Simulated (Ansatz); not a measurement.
GeCN2 in Ansatz: the effect of functional

GeCN2:

```
Ge N C
1.0
     1.81740    1.04927    4.98673
    -1.81740    1.04927    4.98673
     0.00000   -2.09855    4.98673
Ge N C
1 2 1
Direct
  0.00000 0.00000 0.00000
  0.58390 0.58390 0.58390
  0.41610 0.41610 0.41610
  0.50000 0.50000 0.50000
```

The cell comes from a database or a generator and needn't be the stable form of this composition.

The cell isn't the ideal one: volume scaled by 1.04.

Alike in all runs:

```yaml
Program: Ansatz 0.2.0
Task: single point
Potentials_or_basis: Ansatz PAW
k_mesh: 9 × 9 × 9
Occupations: fermi-dirac, width 0.05 eV
Spin: no spin polarisation
```

| functional | cutoff | gap on the mesh (eV) | pressure (GPa) | largest force (eV/Å) |
| --- | --- | --- | --- | --- |
| LDA | 420 eV (not typed: the program's choice for these potentials) | 1.05 | -11.0 | 1.39 |
| PBEsol | 420 eV (not typed: the program's choice for these potentials) | 1.09 | -7.8 | 1.00 |
| r2SCAN | 500 eV (not typed: the program's choice for these potentials) | ? | ? | ? |

Question: What does the run with functional r2SCAN give?

Answer: gap on the mesh 1.29 eV; pressure -7.9 GPa; largest force 1.55 eV/Å.

Caveats: odd divisions of the mesh miss points on the zone boundary, where band edges often lie, so the gap on the mesh can be too wide; the PAW data sets come from PBE, with cores solved anew for the run's functional, which leaves a small shift of forces and pressure; forces of over 1 eV/Å show positions far from the minimum, so gaps and moduli don't describe the material at rest (some runs).

A k mesh can miss the band edges.
